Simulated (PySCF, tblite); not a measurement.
**C4H8BClO: geometry, infrared bands and NMR shifts**

Wanted: the infrared bands and NMR shifts of C4H8BClO (`COB(Cl)C1CC1`), by calculation.

The runs use tblite 0.8.0 and PySCF 2.14.0, with density-fitted response routines of our own; the level of theory stands in each step. All values are computed, except where a source is named. Atoms are numbered from 0 throughout.

**1. The starting structure**

15 atoms, charge 0, multiplicity 1; geometry from: force field or distance geometry start.

Bonds of the start (Å): C0–O1 1.41, O1–B2 1.45, B2–Cl3 1.86, B2–C4 1.60, C4–C5 1.50, C5–C6 1.53, C6–C4 1.50, C0–H7 1.09, C0–H8 1.12, C0–H9 1.11, C4–H10 1.11, C5–H11 1.12, C5–H12 1.11, C6–H13 1.11, C6–H14 1.11.

**2. Geometry optimisation with GFN2-xTB**

The job: settings as JSON, then the geometry in Å.

```
{"job": {"kind": "relax", "xc": "GFN2-xTB", "basis": "xTB"}, "charge": 0, "multiplicity": 1}
C      2.431000    -0.227400     0.238000
O      1.518800    -1.069200    -0.433800
B      0.468900    -0.317400    -1.088600
Cl     0.840300     1.306100    -1.920900
C     -1.012100    -0.615700    -0.554000
C     -1.423000    -0.021100     0.762300
C     -1.917500     0.581800    -0.549100
H      3.435000    -0.533000    -0.069800
H      2.316400    -0.482500     1.322700
H      2.221600     0.837900     0.030600
H     -1.490600    -1.563900    -0.881600
H     -0.639700     0.579400     1.288200
H     -2.248700    -0.462700     1.353100
H     -2.976800     0.387000    -0.833700
H     -1.527800     1.608600    -0.696600
```

Started as:

```sh
$ OMP_NUM_THREADS=1 python probes_run.py task.json out
```

This one command runs all jobs of the session in turn.

**Question.** This job is followed by: GFN2-xTB harmonic vibrations, gas phase; GIAO PBE0/pcSseg-1 NMR shielding, non-relativistic, gas phase. Predict these results of the whole session: strongest single infrared mode (GFN2-xTB); zero-point energy (GFN2-xTB); 13C shifts against TMS (PBE0/pcSseg-1, means over atoms taken as alike); 1H shifts against TMS (PBE0/pcSseg-1, means over atoms taken as alike); 17O shifts against H2O (PBE0/pcSseg-1); 11B shifts against BF3·OEt2 (PBE0/pcSseg-1); 35Cl shifts against HCl (PBE0/pcSseg-1); surface potential, 1st and 99th percentile.

As calculated:

| quantity | value |
| --- | --- |
| strongest single infrared mode (GFN2-xTB) | 1290 cm⁻¹, 244 km/mol |
| zero-point energy (GFN2-xTB) | 73.5 kcal/mol |
| 13C shifts against TMS (PBE0/pcSseg-1, means over atoms taken as alike) | 56.5, 8.1, 5.2 ppm |
| 1H shifts against TMS (PBE0/pcSseg-1, means over atoms taken as alike) | 4.06, 0.66, 0.55, 0.22 ppm |
| 17O shifts against H2O (PBE0/pcSseg-1) | 153.0 ppm |
| 11B shifts against BF3·OEt2 (PBE0/pcSseg-1) | 40.5 ppm |
| 35Cl shifts against HCl (PBE0/pcSseg-1) | 89 ppm |
| surface potential, 1st and 99th percentile | -1.01 V and 0.89 V |

The optimisation took 115 steps and gained 1.344 eV; among the close pairs (by a distance rule), O1–B2 changed most, from 1.448 to 1.329 Å. The lowest mode is imaginary (67i cm⁻¹), so the xTB geometry is not a minimum. The strongest single mode, at 1290 cm⁻¹, is spread over many atoms; the largest shares are those of B2, O1. GFN2-xTB is a fitted tight-binding method: band positions and strengths are rough. Its intensities can rank the bands wrongly. The most deshielded carbon is C0 (methyl carbon bonded to O), at 56.5 ppm: deshielded by the electronegative neighbour. The most deshielded hydrogen is H7, H8, H9 (mean) (hydrogen on a methyl carbon bonded to O), at 4.06 ppm: its carbon carries O, an electronegative neighbour. At PBE0/pcSseg-1: The largest span, 404 ppm, is at Cl3, where the paramagnetic term is -290 ppm.
